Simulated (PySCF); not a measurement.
# SrLi⁻: spin, charge, geometry and surroundings

Aim: change spin, charge, geometry, field or solvent of SrLi⁻, one at a time, and compare with the base run.

Program: PySCF 2.14.0. Level of theory: method and basis as typed in the scripts. These are calculated values, not measurements.

2 further runs of the same task are left out: 1 for a known fault of the program, 1 that didn't finish.

## 1. Where the work starts

SrLi⁻: 2 atoms, charge -1, spin multiplicity 1.

Bond lengths: Sr1–Li2 3.095 Å.

## 2. Base script

input.py

```python
from pyscf import gto, scf, mp

mol = gto.M(
    atom='Sr 0 0 0; Li 0 0 3.095',
    basis='crenbl',
    ecp={'Sr': 'crenbl', 'Li': 'crenbl'},
    charge=-1,
    spin=0,
    verbose=4,
)
mf = scf.RHF(mol)
mf.kernel()
mp.MP2(mf).kernel()
mf.dip_moment()
print('orbital energies (hartree):', mf.mo_energy[..., max(0, mol.nelec[1]-3):mol.nelec[0]+3].round(4))
```

On the command line:

```console
> OMP_NUM_THREADS=1 python input.py
```

Its log is not repeated here.

Base result: E(SCF) = -30.481280 Eh, 9 cycles, E(MP2) − E(SCF) = -0.05703 Eh.

The bond length is a typed value, not an optimised one. The dipole of an ion depends on the origin.

## 3. Electric field 0.001 a.u.

Edit 1 changes electric field: none → 0.001 a.u.

input.py

```python
from pyscf import gto, scf, mp

mol = gto.M(
    atom='Sr 0 0 0; Li 0 0 3.095',
    basis='crenbl',
    ecp={'Sr': 'crenbl', 'Li': 'crenbl'},
    charge=-1,
    spin=0,
    verbose=4,
)
mf = scf.RHF(mol)
field = 0.001  # electric field along z, atomic units
h = mf.get_hcore() + field*mol.intor('int1e_r')[2]
mf.get_hcore = lambda *args: h
e_nuc = mol.energy_nuc() - field*mol.atom_charges() @ mol.atom_coords()[:, 2]
mf.energy_nuc = lambda *args: e_nuc
mf.kernel()
mp.MP2(mf).kernel()
mf.dip_moment()
print('orbital energies (hartree):', mf.mo_energy[..., max(0, mol.nelec[1]-3):mol.nelec[0]+3].round(4))
```

On the command line:

```console
> OMP_NUM_THREADS=1 python input.py
```

## 4. Bond 6.19 Å

Edit 2 changes bond length: 3.095 Å → 6.19 Å.

input.py, as its differences from that of step 2:

```diff
@@ -3,3 +3,3 @@
 mol = gto.M(
-    atom='Sr 0 0 0; Li 0 0 3.095',
+    atom='Sr 0 0 0; Li 0 0 6.19',
     basis='crenbl',
```

## 5. Bond 2.724 Å

Edit 3 changes bond length: 3.095 Å → 2.724 Å.

input.py, as its differences from that of step 2:

```diff
@@ -3,3 +3,3 @@
 mol = gto.M(
-    atom='Sr 0 0 0; Li 0 0 3.095',
+    atom='Sr 0 0 0; Li 0 0 2.724',
     basis='crenbl',
```

## 6. Electric field 0.005 a.u.

Edit 4 changes electric field: none → 0.005 a.u.

input.py, as its differences from that of step 2:

```diff
@@ -11,2 +11,7 @@
 mf = scf.RHF(mol)
+field = 0.005  # electric field along z, atomic units
+h = mf.get_hcore() + field*mol.intor('int1e_r')[2]
+mf.get_hcore = lambda *args: h
+e_nuc = mol.energy_nuc() - field*mol.atom_charges() @ mol.atom_coords()[:, 2]
+mf.energy_nuc = lambda *args: e_nuc
 mf.kernel()
```

## 7. Quintet (UHF)

Edit 5 changes spin (2S): 0 → 4; SCF type: RHF → UHF.

input.py

```python
from pyscf import gto, scf, mp

mol = gto.M(
    atom='Sr 0 0 0; Li 0 0 3.095',
    basis='crenbl',
    ecp={'Sr': 'crenbl', 'Li': 'crenbl'},
    charge=-1,
    spin=4,
    verbose=4,
)
mf = scf.UHF(mol)
mf.kernel()
mp.MP2(mf).kernel()
mf.dip_moment()
print('orbital energies (hartree):', [e[max(0, n-3):n+3].round(4) for e, n in zip(mf.mo_energy, mol.nelec)])
```

Q: Predict the outcome of this session. Wanted: for each run, E(SCF); from base; gap, α spin; after the SCF.

As calculated:

```csv
run,E(SCF) (hartree),from base (eV),cycles,"gap, α spin (eV)",after the SCF
base,-30.481280,0,9,3.47,MP2 correlation -1.552 eV
electric field 0.001 a.u.,-30.480137,not comparable,9,3.47,MP2 correlation -1.529 eV
bond 6.19 Å,-30.493311,-0.3274,8,3.16,MP2 correlation -1.422 eV
bond 2.724 Å,-30.457453,+0.6484,9,3.36,MP2 correlation -1.608 eV
electric field 0.005 a.u.,-30.484662,not comparable,9,3.49,MP2 correlation -1.419 eV
quintet (UHF),-30.470532,+0.2925,12,3.88,MP2 correlation -0.792 eV
```

What this shows: Of the runs whose energies can be compared, “bond 2.724 Å” moves the SCF energy most (+0.648 eV). The quintet solution found lies 0.29 eV above the base singlet at this geometry and level.
